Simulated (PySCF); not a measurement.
# The bond of CaIn+, level by level

What are the lowest state that PBE0 finds, the bond length, vibrational wavenumber and bond energy of CaIn+, and how much do these hang on the method?

The runs use PySCF 2.14.0; Ca x2c-SVPall, In x2c-SVPall, spin-free X2C with a Gaussian nucleus.

### 1 Input

Settings of the job:

```
atoms                         : Ca, In
charge                        : 1
basis                         : Ca x2c-SVPall, In x2c-SVPall
Hamiltonian                   : spin-free X2C with a Gaussian nucleus
basis functions               : 60
electrons treated             : 68
masses in u                   : 39.9626, 114.9039
levels                        : PBE0, PBE, r²SCAN, B2PLYP, MN15, PW91, HF, MP2, SCS-MP2, CCSD, CCSD(T)
grid                          : 80 radial by 434 angular points
occupations                   : held fixed by the projection of orbital angular momentum
dissociation limit            : Ca + In+, each in its ground configuration
starting distance in angstrom : 3.080
values of 2S to try           : 0, 2
```

Started as:

```sh
> OMP_NUM_THREADS=1 python dia.py task.json out
```

After the search, every level is run at each distance in turn; below they are sorted by level.

### 2 State search with unrestricted PBE0

Unrestricted PBE0 solutions at 3.080 Å, counted from the lowest. The search isn't exhaustive.

```csv
2Ms+1,unpaired,term,E (eV),⟨S²⟩,⟨Lz²⟩,μ (D)
1,none,¹Σ⁺,0.00,0.00,0.00,-7.22
3,"σ ↑, π ↑",³Π,0.51,2.00,1.00,-9.23
1,"σ ↑, π ↓",not assigned,0.77,1.01,1.01,-8.79
3,σ ↑↑,³Σ⁺,0.87,2.00,0.00,-5.42
3,π ↑↑,³Σ⁻,1.67,2.01,0.00,-11.11
1,π ↑↓,not assigned,1.84,1.00,2.01,-11.13
3,"σ ↑, δ ↑",³Δ,2.08,2.00,4.00,-6.06
1,"σ ↑, δ ↓",not assigned,2.17,1.00,4.00,-6.56
1,none,not assigned,2.29,0.00,2.00,-10.99
```

9 of 11 solutions are listed, lowest first.

A term symbol stands only where ⟨S²⟩ and ⟨Lz²⟩ are near those of a pure state. A positive dipole points from Ca to In; in an ion it is taken about the centre of mass and does not tell which atom is negative.

Followed over a short scan are these candidates:

```csv
2Ms+1,unpaired,R at minimum (Å),energy at minimum (eV)
1,none,3.65,0.00
3,"σ ↑, π ↑",3.16,0.83
3,σ ↑↑,not bracketed,≤ 0.86
1,"σ ↑, π ↓",3.16,1.08
```

The search made 11 SCF attempts at the starting distance; with the short scans it took 30 s of wall time (1 thread of Intel Xeon Platinum 8488C (Sapphire Rapids), shared host).

### 3 First curve: PBE0

State followed: ¹Σ⁺ (singlet), closed shell. The scan is laid around 3.651 Å.

The SCF at the reference distance, 3.651 Å, printed:

```text
******** <class 'pyscf.dft.uks_symm.SymAdaptedUKS'> ********
method = SymAdaptedUKS
initial guess = minao
damping factor = 0
level_shift factor = 0
DIIS = <class 'pyscf.scf.diis.CDIIS'>
diis_start_cycle = 1
diis_space = 10
diis_damp = 0
SCF conv_tol = 1e-09
SCF conv_tol_grad = None
SCF max_cycles = 60
direct_scf = False
max_memory 909 MB (current use 379 MB)
number electrons alpha = 34  beta = 34
XC library pyscf.dft.libxc version 7.0.0
    S. Lehtola, C. Steigemann, M. J.T. Oliveira, and M. A.L. Marques.,  SoftwareX 7, 1–5 (2018)
XC functionals = PBE0
    C. Adamo and V. Barone.,  J. Chem. Phys. 110, 6158 (1999)
    M. Ernzerhof and G. E. Scuseria.,  J. Chem. Phys. 110, 5029 (1999)
small_rho_cutoff = 0
Overwritten attributes  get_jk get_occ get_k get_j get_hcore  of <class 'pyscf.dft.uks_symm.SymAdaptedUKS'>
<class 'pyscf.dft.uks_symm.SymAdaptedUKS'> does not have attributes  refdm
Set gradient conv threshold to 3.16228e-05
init E= -6559.93861218556
cycle= 1 E= -6559.94309584577  delta_E= -0.00448  |g|= 0.00268  |ddm|= 0.0268
cycle= 2 E= -6559.94310069544  delta_E= -4.85e-06  |g|= 0.00202  |ddm|= 0.027
cycle= 3 E= -6559.9431072732  delta_E= -6.58e-06  |g|= 0.000479  |ddm|= 0.0134
cycle= 4 E= -6559.94310759785  delta_E= -3.25e-07  |g|= 7.65e-05  |ddm|= 0.00232
cycle= 5 E= -6559.94310760776  delta_E= -9.91e-09  |g|= 2.55e-05  |ddm|= 0.000354
cycle= 6 E= -6559.94310760978  delta_E= -2.02e-09  |g|= 7.39e-06  |ddm|= 0.000177
cycle= 7 E= -6559.94310760992  delta_E= -1.37e-10  |g|= 2.01e-06  |ddm|= 6.26e-05
Extra cycle  E= -6559.94310760992  delta_E= -9.09e-13  |g|= 2.82e-06  |ddm|= 2.63e-05
converged SCF energy = -6559.94310760992  <S^2> = 7.1054274e-15  2S+1 = 1
```

The curve and what changes along it:

```csv
R (Å),E (eV),μ (D),Mulliken charge of Ca (e),Mayer bond order,⟨S²⟩,HOMO (eV),LUMO (eV)
3.2859,0.1084,-7.27,0.51,0.96,0.00,-8.85,-6.42
3.4319,0.0333,-7.23,0.51,0.93,0.00,-8.81,-6.29
3.5415,0.0070,-7.17,0.51,0.90,0.00,-8.77,-6.21
3.6510,0.0000,-7.08,0.50,0.88,0.00,-8.72,-6.14
3.7605,0.0081,-6.97,0.50,0.86,0.00,-8.67,-6.10
3.9066,0.0363,-6.79,0.49,0.83,0.00,-8.59,-6.10
4.0891,0.0908,-6.53,0.48,0.80,0.00,-8.49,-6.10
4.3082,0.1729,-6.18,0.46,0.76,0.00,-8.37,-6.11
```

Constants from the curve: Re = 3.642 Å, ωe = 108.0 cm⁻¹, ωexe = 0.317 cm⁻¹, αe = 0.000191 cm⁻¹, Be = 0.04286 cm⁻¹, De = 1.30 eV, μ = -7.09 D.

Orbitals nearest the gap at 3.651 Å:

```csv
spin,orbital,ε (eV),filled,made of
both,σ,-35.37,yes,Ca p 100 %
both,δ,-26.30,yes,In d 100 %
both,δ,-26.30,yes,In d 100 %
both,π,-26.14,yes,In d 100 %
both,π,-26.14,yes,In d 100 %
both,σ,-26.09,yes,In d 100 %
both,σ,-13.69,yes,In s 94 %
both,σ,-8.72,yes,"Ca s 66 %, In p 27 %"
both,π,-6.14,no,"In p 78 %, Ca d 14 %"
both,π,-6.14,no,"In p 78 %, Ca d 14 %"
both,σ,-6.11,no,"In p 41 %, Ca s 32 %, Ca p 17 %"
```

Polarisability there: 273.0 bohr³ along the bond, 92.1 across it. Without diffuse functions these come out too small, above all across the bond.

### 4 Orbitals, density and potential

Orbitals, density, ELF and potential are computed afterwards from the orbital file.

Frontier orbitals at PBE0, with the share of their density that lies nearest to each atom:

```csv
orbital,energy (eV),lies on
HOMO-1,-13.69,In2 95 %
HOMO,-8.72,Ca1 68 %; In2 32 %
LUMO,-6.14,In2 79 %; Ca1 21 %
```

ELF in a plane through or near 2 of the atoms.

Ten even steps from ' ' (0.00) to '@' (0.93):
```
      ..--++##%%%%@@@@%%##++::                          
    ..++##%%%%%%%%@@@@@@@@##--          ......          
  ::++%%%%##++++++##%%@@@@%%--..    ..::--====--..      
..==##%%**--::....::==##@@%%==::....::::--++****==..    
::**%%##==::..    ..::**@@%%++::..::::::--==**##**::..  
++%%%%++::            ::%%%%**--::::::::----==**%%++::  
##@@%%--..  ::++++--....**%%**==--::::::::--==++%%##--..
%%@@##::..::**@@@@%%++..==%%##==::::++**++----++##%%++::
%%%%**::..==%%**++%%%%----####==::++######==--++**%%**::
@@%%**....++@@++%%++@@==--##**==::********++::==**%%**--
@@%%**....++@@++%%++@@==--##**==::**++##**++::==**%%**--
%%%%**::..==%%**==%%%%----####==::++##**##==--++**%%**::
%%@@##::..::**@@@@%%++..==%%##==::::++**++----++##%%++::
##@@%%--..  ::++++--....**%%**==--::::::::--==++%%##--..
++%%%%++::      ..    ::%%%%**--::::::::----==**%%++::  
::**%%##==::..    ..::**@@%%++::..::::::--==**##**::..  
..==##%%**--::....::==##@@%%==::....::::--++****==..    
  ::++%%%%##++++++**%%@@@@%%--..    ..::--====--..      
    ..++##%%%%%%%%@@@@@@@@##--          ......          
      ..--++##%%%%%%@@%%##++::                          
```
The map spans 8.9 Å across and 5.2 Å up, centred on the molecule. Atoms in the plane (x, y in Å): Ca1 (-1.8, 0.0), In2 (1.8, 0.0).

On the surface of density 0.002 e/bohr³ the electrostatic potential runs, from the 1st to the 99th percentile, from 3.98 V near In2 to 7.41 V near Ca1.

### 5 Excited determinants

State 2: ³Π (triplet), unpaired electrons σ ↑, π ↑, an excited solution.

Output of the SCF at 3.651 Å:

```text
******** <class 'pyscf.dft.uks_symm.SymAdaptedUKS'> ********
method = SymAdaptedUKS
initial guess = minao
damping factor = 0
level_shift factor = 0
DIIS = <class 'pyscf.scf.diis.CDIIS'>
diis_start_cycle = 1
diis_space = 10
diis_damp = 0
SCF conv_tol = 1e-09
SCF conv_tol_grad = None
SCF max_cycles = 60
direct_scf = False
max_memory 909 MB (current use 429 MB)
number electrons alpha = 35  beta = 33
XC library pyscf.dft.libxc version 7.0.0
    S. Lehtola, C. Steigemann, M. J.T. Oliveira, and M. A.L. Marques.,  SoftwareX 7, 1–5 (2018)
XC functionals = PBE0
    C. Adamo and V. Barone.,  J. Chem. Phys. 110, 6158 (1999)
    M. Ernzerhof and G. E. Scuseria.,  J. Chem. Phys. 110, 5029 (1999)
small_rho_cutoff = 0
Set gradient conv threshold to 3.16228e-05
init E= -6559.90007213357
cycle= 1 E= -6559.90628382798  delta_E= -0.00621  |g|= 0.00215  |ddm|= 0.0255
cycle= 2 E= -6559.90629100143  delta_E= -7.17e-06  |g|= 0.00204  |ddm|= 0.0159
cycle= 3 E= -6559.90629478432  delta_E= -3.78e-06  |g|= 0.000444  |ddm|= 0.00527
cycle= 4 E= -6559.90629528628  delta_E= -5.02e-07  |g|= 0.000317  |ddm|= 0.00412
cycle= 5 E= -6559.9062957071  delta_E= -4.21e-07  |g|= 0.000166  |ddm|= 0.00267
cycle= 6 E= -6559.90629582362  delta_E= -1.17e-07  |g|= 3.91e-05  |ddm|= 0.00229
cycle= 7 E= -6559.90629583274  delta_E= -9.12e-09  |g|= 1.49e-05  |ddm|= 0.000571
cycle= 8 E= -6559.90629583488  delta_E= -2.14e-09  |g|= 6.36e-06  |ddm|= 0.000306
cycle= 9 E= -6559.9062958351  delta_E= -2.22e-10  |g|= 1.1e-06  |ddm|= 0.000124
Extra cycle  E= -6559.90629583511  delta_E= -4.55e-12  |g|= 1.46e-06  |ddm|= 1.23e-05
converged SCF energy = -6559.90629583511  <S^2> = 2.0020567  2S+1 = 3.0013708
```

No constants are quoted: the lowest point is the short end of the scan.

State 3: ³Σ⁺ (triplet), unpaired electrons σ ↑↑, an excited solution.

Output of the SCF at 3.651 Å:

```text
******** <class 'pyscf.dft.uks_symm.SymAdaptedUKS'> ********
method = SymAdaptedUKS
initial guess = minao
damping factor = 0
level_shift factor = 0
DIIS = <class 'pyscf.scf.diis.CDIIS'>
diis_start_cycle = 1
diis_space = 10
diis_damp = 0
SCF conv_tol = 1e-09
SCF conv_tol_grad = None
SCF max_cycles = 60
direct_scf = False
max_memory 909 MB (current use 430 MB)
number electrons alpha = 35  beta = 33
XC library pyscf.dft.libxc version 7.0.0
    S. Lehtola, C. Steigemann, M. J.T. Oliveira, and M. A.L. Marques.,  SoftwareX 7, 1–5 (2018)
XC functionals = PBE0
    C. Adamo and V. Barone.,  J. Chem. Phys. 110, 6158 (1999)
    M. Ernzerhof and G. E. Scuseria.,  J. Chem. Phys. 110, 5029 (1999)
small_rho_cutoff = 0
Set gradient conv threshold to 3.16228e-05
init E= -6559.90834368958
cycle= 1 E= -6559.91109510147  delta_E= -0.00275  |g|= 0.00183  |ddm|= 0.0237
cycle= 2 E= -6559.91109999498  delta_E= -4.89e-06  |g|= 0.00111  |ddm|= 0.0101
cycle= 3 E= -6559.91110100431  delta_E= -1.01e-06  |g|= 0.000179  |ddm|= 0.00273
cycle= 4 E= -6559.91110125805  delta_E= -2.54e-07  |g|= 9.98e-05  |ddm|= 0.00213
cycle= 5 E= -6559.9111013222  delta_E= -6.41e-08  |g|= 3.51e-05  |ddm|= 0.00123
cycle= 6 E= -6559.91110133539  delta_E= -1.32e-08  |g|= 2.25e-05  |ddm|= 0.000583
cycle= 7 E= -6559.91110133847  delta_E= -3.08e-09  |g|= 4.75e-06  |ddm|= 0.000348
cycle= 8 E= -6559.91110133864  delta_E= -1.76e-10  |g|= 8.96e-07  |ddm|= 9.78e-05
Extra cycle  E= -6559.91110133865  delta_E= -1e-11  |g|= 5.07e-07  |ddm|= 6.76e-06
converged SCF energy = -6559.91110133865  <S^2> = 2.0038897  2S+1 = 3.002592
```

Re = 3.876 Å, ωe = 71.0 cm⁻¹, ωexe = 0.0901 cm⁻¹, αe = 0.000176 cm⁻¹, Be = 0.03784 cm⁻¹, μ = -6.97 D. Its minimum lies 0.85 eV above that of the lowest state.

State 4: Ms = 0 determinant of mixed spin (⟨S²⟩ = 1.00), unpaired electrons σ ↑, π ↓, an excited solution.

The SCF at the reference distance, 3.651 Å, printed:

```text
******** <class 'pyscf.dft.uks_symm.SymAdaptedUKS'> ********
method = SymAdaptedUKS
initial guess = minao
damping factor = 0
level_shift factor = 0
DIIS = <class 'pyscf.scf.diis.CDIIS'>
diis_start_cycle = 1
diis_space = 10
diis_damp = 0
SCF conv_tol = 1e-09
SCF conv_tol_grad = None
SCF max_cycles = 60
direct_scf = False
max_memory 909 MB (current use 430 MB)
number electrons alpha = 34  beta = 34
XC library pyscf.dft.libxc version 7.0.0
    S. Lehtola, C. Steigemann, M. J.T. Oliveira, and M. A.L. Marques.,  SoftwareX 7, 1–5 (2018)
XC functionals = PBE0
    C. Adamo and V. Barone.,  J. Chem. Phys. 110, 6158 (1999)
    M. Ernzerhof and G. E. Scuseria.,  J. Chem. Phys. 110, 5029 (1999)
small_rho_cutoff = 0
Set gradient conv threshold to 3.16228e-05
init E= -6559.89193621032
cycle= 1 E= -6559.8980236836  delta_E= -0.00609  |g|= 0.00225  |ddm|= 0.0267
cycle= 2 E= -6559.89802990768  delta_E= -6.22e-06  |g|= 0.00251  |ddm|= 0.0213
cycle= 3 E= -6559.89803730166  delta_E= -7.39e-06  |g|= 0.000543  |ddm|= 0.00831
cycle= 4 E= -6559.89803822489  delta_E= -9.23e-07  |g|= 0.000322  |ddm|= 0.0045
cycle= 5 E= -6559.89803902993  delta_E= -8.05e-07  |g|= 0.000181  |ddm|= 0.00436
cycle= 6 E= -6559.89803923865  delta_E= -2.09e-07  |g|= 3.9e-05  |ddm|= 0.00351
cycle= 7 E= -6559.89803924812  delta_E= -9.47e-09  |g|= 1.53e-05  |ddm|= 0.000579
cycle= 8 E= -6559.89803925055  delta_E= -2.43e-09  |g|= 5.55e-06  |ddm|= 0.000341
cycle= 9 E= -6559.89803925075  delta_E= -1.96e-10  |g|= 1.46e-06  |ddm|= 0.000121
Extra cycle  E= -6559.89803925075  delta_E= -7.28e-12  |g|= 1.69e-06  |ddm|= 1.79e-05
converged SCF energy = -6559.89803925075  <S^2> = 1.0045839  2S+1 = 2.2401642
```

No constants are quoted: the lowest point is the short end of the scan.

Energy (eV) from the lowest point of the lowest state:

```csv
R (Å),lowest,state 2,state 3,state 4
3.286,0.108,0.851,1.006,1.100
3.432,0.033,0.900,0.930,1.142
3.542,0.007,0.948,0.894,1.183
3.651,0.000,1.002,0.871,1.226
3.760,0.008,1.057,0.859,1.271
3.907,0.036,1.131,0.855,1.328
4.089,0.091,1.218,0.866,1.394
4.308,0.173,1.310,0.895,1.462
```

### 6 PBE (GGA)

Log of the SCF at 3.651 Å:

```text
******** <class 'pyscf.dft.uks_symm.SymAdaptedUKS'> ********
method = SymAdaptedUKS
initial guess = minao
damping factor = 0
level_shift factor = 0
DIIS = <class 'pyscf.scf.diis.CDIIS'>
diis_start_cycle = 1
diis_space = 10
diis_damp = 0
SCF conv_tol = 1e-09
SCF conv_tol_grad = None
SCF max_cycles = 60
direct_scf = False
max_memory 909 MB (current use 430 MB)
number electrons alpha = 34  beta = 34
XC library pyscf.dft.libxc version 7.0.0
    S. Lehtola, C. Steigemann, M. J.T. Oliveira, and M. A.L. Marques.,  SoftwareX 7, 1–5 (2018)
XC functionals = PBE
    J. P. Perdew, K. Burke, and M. Ernzerhof.,  Phys. Rev. Lett. 77, 3865 (1996)
    J. P. Perdew, K. Burke, and M. Ernzerhof.,  Phys. Rev. Lett. 78, 1396 (1997)
    J. P. Perdew, K. Burke, and M. Ernzerhof.,  Phys. Rev. Lett. 77, 3865 (1996)
    J. P. Perdew, K. Burke, and M. Ernzerhof.,  Phys. Rev. Lett. 78, 1396 (1997)
small_rho_cutoff = 0
Set gradient conv threshold to 3.16228e-05
init E= -6559.81887737336
cycle= 1 E= -6559.819514709  delta_E= -0.000637  |g|= 0.0158  |ddm|= 0.128
cycle= 2 E= -6559.81822751277  delta_E= 0.00129  |g|= 0.0295  |ddm|= 0.199
cycle= 3 E= -6559.81955967767  delta_E= -0.00133  |g|= 0.00827  |ddm|= 0.21
cycle= 4 E= -6559.81973223044  delta_E= -0.000173  |g|= 0.000531  |ddm|= 0.0598
cycle= 5 E= -6559.81973283414  delta_E= -6.04e-07  |g|= 0.000111  |ddm|= 0.00243
cycle= 6 E= -6559.81973286554  delta_E= -3.14e-08  |g|= 1.61e-05  |ddm|= 0.000858
cycle= 7 E= -6559.81973286619  delta_E= -6.55e-10  |g|= 6.1e-07  |ddm|= 0.000109
Extra cycle  E= -6559.8197328662  delta_E= -9.09e-13  |g|= 8.88e-07  |ddm|= 5.73e-06
converged SCF energy = -6559.8197328662  <S^2> = 0  2S+1 = 1
```

Re = 3.646 Å, ωe = 104.6 cm⁻¹, ωexe = 0.344 cm⁻¹, αe = 0.000207 cm⁻¹, Be = 0.04276 cm⁻¹, De = 1.37 eV, μ = -6.74 D. 10 s of CPU time for 8 points, integrals apart.

### 7 r²SCAN

Output of the SCF at 3.651 Å:

```text
******** <class 'pyscf.dft.uks_symm.SymAdaptedUKS'> ********
method = SymAdaptedUKS
initial guess = minao
damping factor = 0
level_shift factor = 0
DIIS = <class 'pyscf.scf.diis.CDIIS'>
diis_start_cycle = 1
diis_space = 10
diis_damp = 0
SCF conv_tol = 1e-09
SCF conv_tol_grad = None
SCF max_cycles = 60
direct_scf = False
max_memory 909 MB (current use 430 MB)
number electrons alpha = 34  beta = 34
XC library pyscf.dft.libxc version 7.0.0
    S. Lehtola, C. Steigemann, M. J.T. Oliveira, and M. A.L. Marques.,  SoftwareX 7, 1–5 (2018)
XC functionals = R2SCAN
    J. W. Furness, A. D. Kaplan, J. Ning, J. P. Perdew, and J. Sun.,  J. Phys. Chem. Lett. 11, 8208-8215 (2020)
    J. W. Furness, A. D. Kaplan, J. Ning, J. P. Perdew, and J. Sun.,  J. Phys. Chem. Lett. 11, 9248-9248 (2020)
    J. W. Furness, A. D. Kaplan, J. Ning, J. P. Perdew, and J. Sun.,  J. Phys. Chem. Lett. 11, 8208-8215 (2020)
    J. W. Furness, A. D. Kaplan, J. Ning, J. P. Perdew, and J. Sun.,  J. Phys. Chem. Lett. 11, 9248-9248 (2020)
small_rho_cutoff = 0
Set gradient conv threshold to 3.16228e-05
init E= -6560.42064051852
cycle= 1 E= -6560.42081323857  delta_E= -0.000173  |g|= 0.0142  |ddm|= 0.219
cycle= 2 E= -6560.41830804112  delta_E= 0.00251  |g|= 0.0372  |ddm|= 0.324
cycle= 3 E= -6560.42135216722  delta_E= -0.00304  |g|= 0.00405  |ddm|= 0.201
cycle= 4 E= -6560.42139288016  delta_E= -4.07e-05  |g|= 0.000765  |ddm|= 0.031
cycle= 5 E= -6560.42139334371  delta_E= -4.64e-07  |g|= 0.000129  |ddm|= 0.00207
cycle= 6 E= -6560.42139338435  delta_E= -4.06e-08  |g|= 2.66e-05  |ddm|= 0.00151
cycle= 7 E= -6560.42139338523  delta_E= -8.79e-10  |g|= 5.79e-06  |ddm|= 0.00016
Extra cycle  E= -6560.42139338522  delta_E= 1.27e-11  |g|= 7.48e-06  |ddm|= 7.46e-05
converged SCF energy = -6560.42139338522  <S^2> = 0  2S+1 = 1
```

Re = 3.616 Å, ωe = 110.9 cm⁻¹, ωexe = 0.338 cm⁻¹, αe = 0.000197 cm⁻¹, Be = 0.04348 cm⁻¹, De = 1.42 eV, μ = -7.51 D.

### 8 B2PLYP (double hybrid)

The SCF at the reference distance, 3.651 Å, printed:

```text
******** <class 'pyscf.dft.uks_symm.SymAdaptedUKS'> ********
method = SymAdaptedUKS
initial guess = minao
damping factor = 0
level_shift factor = 0
DIIS = <class 'pyscf.scf.diis.CDIIS'>
diis_start_cycle = 1
diis_space = 10
diis_damp = 0
SCF conv_tol = 1e-09
SCF conv_tol_grad = None
SCF max_cycles = 60
direct_scf = False
max_memory 909 MB (current use 430 MB)
number electrons alpha = 34  beta = 34
XC library pyscf.dft.libxc version 7.0.0
    S. Lehtola, C. Steigemann, M. J.T. Oliveira, and M. A.L. Marques.,  SoftwareX 7, 1–5 (2018)
XC functionals = 0.53*HF + 0.47*B88, 0.73*LYP
    A. D. Becke.,  Phys. Rev. A 38, 3098 (1988)
    C. Lee, W. Yang, and R. G. Parr.,  Phys. Rev. B 37, 785 (1988)
    B. Miehlich, A. Savin, H. Stoll, and H. Preuss.,  Chem. Phys. Lett. 157, 200 (1989)
small_rho_cutoff = 0
Set gradient conv threshold to 3.16228e-05
init E= -6559.56338357272
cycle= 1 E= -6559.56415132718  delta_E= -0.000768  |g|= 0.0051  |ddm|= 0.14
cycle= 2 E= -6559.5641808848  delta_E= -2.96e-05  |g|= 0.00338  |ddm|= 0.0279
cycle= 3 E= -6559.56419161509  delta_E= -1.07e-05  |g|= 0.000607  |ddm|= 0.0114
cycle= 4 E= -6559.56419298908  delta_E= -1.37e-06  |g|= 0.000187  |ddm|= 0.00344
cycle= 5 E= -6559.56419320761  delta_E= -2.19e-07  |g|= 4.2e-05  |ddm|= 0.00171
cycle= 6 E= -6559.56419321711  delta_E= -9.49e-09  |g|= 8.28e-06  |ddm|= 0.000429
cycle= 7 E= -6559.56419321721  delta_E= -1.03e-10  |g|= 3.36e-06  |ddm|= 4.38e-05
Extra cycle  E= -6559.56419321722  delta_E= -1.36e-11  |g|= 2.2e-06  |ddm|= 2.77e-05
converged SCF energy = -6559.56419321722  <S^2> = 7.1054274e-15  2S+1 = 1
```

Re = 3.680 Å, ωe = 104.1 cm⁻¹, ωexe = 0.320 cm⁻¹, αe = 0.000193 cm⁻¹, Be = 0.04199 cm⁻¹, De = 1.15 eV, μ = -6.88 D.

### 9 MN15 (hybrid meta-GGA)

The SCF at the reference distance, 3.651 Å, printed:

```text
******** <class 'pyscf.dft.uks_symm.SymAdaptedUKS'> ********
method = SymAdaptedUKS
initial guess = minao
damping factor = 0
level_shift factor = 0
DIIS = <class 'pyscf.scf.diis.CDIIS'>
diis_start_cycle = 1
diis_space = 10
diis_damp = 0
SCF conv_tol = 1e-09
SCF conv_tol_grad = None
SCF max_cycles = 60
direct_scf = False
max_memory 909 MB (current use 431 MB)
number electrons alpha = 34  beta = 34
XC library pyscf.dft.libxc version 7.0.0
    S. Lehtola, C. Steigemann, M. J.T. Oliveira, and M. A.L. Marques.,  SoftwareX 7, 1–5 (2018)
XC functionals = MN15
    H. S. Yu, X. He, S. L. Li, and D. G. Truhlar.,  Chem. Sci. 7, 5032-5051 (2016)
    H. S. Yu, X. He, S. L. Li, and D. G. Truhlar.,  Chem. Sci. 7, 5032-5051 (2016)
small_rho_cutoff = 0
Set gradient conv threshold to 3.16228e-05
init E= -6564.48888055665
cycle= 1 E= -6564.49232467556  delta_E= -0.00344  |g|= 0.0232  |ddm|= 0.202
cycle= 2 E= -6564.49228953607  delta_E= 3.51e-05  |g|= 0.0216  |ddm|= 0.154
cycle= 3 E= -6564.49280788012  delta_E= -0.000518  |g|= 0.00203  |ddm|= 0.0881
cycle= 4 E= -6564.49281273301  delta_E= -4.85e-06  |g|= 0.000275  |ddm|= 0.00716
cycle= 5 E= -6564.49281311076  delta_E= -3.78e-07  |g|= 9.94e-05  |ddm|= 0.00196
cycle= 6 E= -6564.49281317679  delta_E= -6.6e-08  |g|= 4.26e-05  |ddm|= 0.00115
cycle= 7 E= -6564.49281318174  delta_E= -4.95e-09  |g|= 7.78e-06  |ddm|= 0.000281
cycle= 8 E= -6564.49281318194  delta_E= -1.96e-10  |g|= 1.1e-06  |ddm|= 8.45e-05
Extra cycle  E= -6564.49281318194  delta_E= -3.64e-12  |g|= 9.17e-07  |ddm|= 8.76e-06
converged SCF energy = -6564.49281318194  <S^2> = 7.1054274e-15  2S+1 = 1
```

Re = 3.583 Å, ωe = 110.6 cm⁻¹, ωexe = 0.366 cm⁻¹, αe = 0.000217 cm⁻¹, Be = 0.04430 cm⁻¹, De = 1.24 eV, μ = -6.27 D.

[end of part 1 of 2]
